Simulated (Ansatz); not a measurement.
**MnNi3: properties at the relaxed cell**

One table from this session's results is given with a row withheld; the runs are named, their logs left out.

Program: Ansatz 0.2.0. Level of theory: DFT PBEsol, scalar-relativistic, plane waves, PAW. These are calculated values, not measurements.

2 further runs of the same task are left out: 2 set aside as unsound or not needed.

## The structure to begin with

Symmetry: Pm-3m, No. 221, cubic system. The conventional cell has a = 3.504 Å, b = 3.504 Å, c = 3.504 Å, α = 90.00°, β = 90.00°, γ = 90.00°. Mn (site symmetry m-3m) has 12 Ni at 2.48 Å in its first shell of neighbours. Around Ni (site symmetry 4/mmm) lie 4 Mn at 2.48 Å and 8 Ni at 2.48 Å.

As a file:

```cif
data_structure
_symmetry_space_group_name_H-M 'P 1'
_symmetry_Int_Tables_number 1
_cell_length_a 3.5045
_cell_length_b 3.5045
_cell_length_c 3.5045
_cell_angle_alpha 90.000
_cell_angle_beta 90.000
_cell_angle_gamma 90.000
_cell_volume 43.04
loop_
_atom_site_label
_atom_site_type_symbol
_atom_site_fract_x
_atom_site_fract_y
_atom_site_fract_z
_atom_site_occupancy
Mn1 Mn 0.00000 0.00000 0.00000 1
Ni1 Ni 0.00000 0.50000 0.50000 1
Ni2 Ni 0.50000 0.00000 0.50000 1
Ni3 Ni 0.50000 0.50000 0.00000 1
```

This cell was relaxed beforehand with the same method: volume 10.76 Å³/atom, gap on the mesh none (metal), site moments up to 3.0 μB.

Set-up of the first run:

input.yaml reads:

```yaml
crystal:
  lattice:
    - [3.5044581153, 0.0, 0.0]
    - [0.0, 3.5044581153, 0.0]
    - [0.0, 0.0, 3.5044581153]
  atoms:
    - { symbol: Mn, position: [0.0, 0.0, 0.0], spin: 3.27 }
    - { symbol: Ni, position: [0.0, 0.5, 0.5], spin: 0.59 }
    - { symbol: Ni, position: [0.5, 0.0, 0.5], spin: 0.59 }
    - { symbol: Ni, position: [0.5, 0.5, 0.0], spin: 0.59 }
basis:
  ecutwfc: 420
kpoints:
  mp_grid: { grid: [12, 12, 12] }
  band_path:
    path:
      - [[0.0, 0.0, 0.0], [0.0, 0.5, 0.0], [0.5, 0.5, 0.0], [0.0, 0.0, 0.0], [0.5, 0.5, 0.5], [0.0, 0.5, 0.0]]
      - [[0.5, 0.5, 0.5], [0.5, 0.5, 0.0]]
    npoints: 14
hamiltonian:
  xc: pbesol
scf:
  occupations: { method: gaussian, width: 0.1 }
  n_extra_bands: 10
output:
  forces: true
  stress: true
  eigenvalues: true
  populations: true
  dos: { projected: true, de: 0.02, nscf_kmesh: { grid: [18, 18, 18] } }
  bader: true
magnetization:
  spin_polarized: true
checkpoint:
  read: start.run
  write: ck
  compress: false
  write_wavefunctions: false
  write_every: 100000
```

Run with:

```console
$ ansatz run input.yaml --threads 1 --pin off --max-ram 2560MiB --backend cpu --events-out ev --progress --plain --runs-dir out
```

Among the steps run: Bands, states and charges; Back to the database's cell; The cell scaled to 0.97 of its volume; The cell scaled to 1.03 of its volume; Point at V/V0 = 0.94; Point at V/V0 = 1.06; Point at V/V0 = 0.91; Volume × 1.10; Volume × 0.88.

One table of the session follows, with a row left open; its other results are not shown here.

It belongs to the step «Fit of the equation of state». 

| volume (Å³/atom) | energy above the lowest point (meV/atom) | pressure (GPa) | largest moment (μB) |
| --- | --- | --- | --- |
| 9.469 | 129.0 | 36.00 | 2.57 |
| 9.791 | 68.2 | 24.50 | 2.68 |
| 10.114 | ? | ? | ? |
| 10.437 | 6.8 | 6.77 | 2.88 |
| 10.760 | 0.0 | 0.00 | 2.97 |
| 11.083 | 5.7 | -5.67 | 3.06 |
| 11.405 | 22.0 | -10.39 | 3.14 |
| 11.836 | 56.9 | -15.46 | 3.25 |

Q: Estimate the row for volume (Å³/atom) = 10.114 from the others.

Worked estimate for «energy above the lowest point (meV/atom)». A straight line through the neighbours (9.791, 68.2) and (10.437, 6.8) gives 68.2 + (6.8 − 68.2) × (10.114 − 9.791) / (10.437 − 9.791) = 37.5; a parabola fitted to 4 rows on both sides gives 28.5.

The run gave: energy above the lowest point (meV/atom): 28.6; pressure (GPa): 14.85; largest moment (μB): 2.78. In «energy above the lowest point (meV/atom)» the line misses by +8.9 and the parabola by -0.1.

To keep in mind: Warnings in the runs' records: stability check not made.
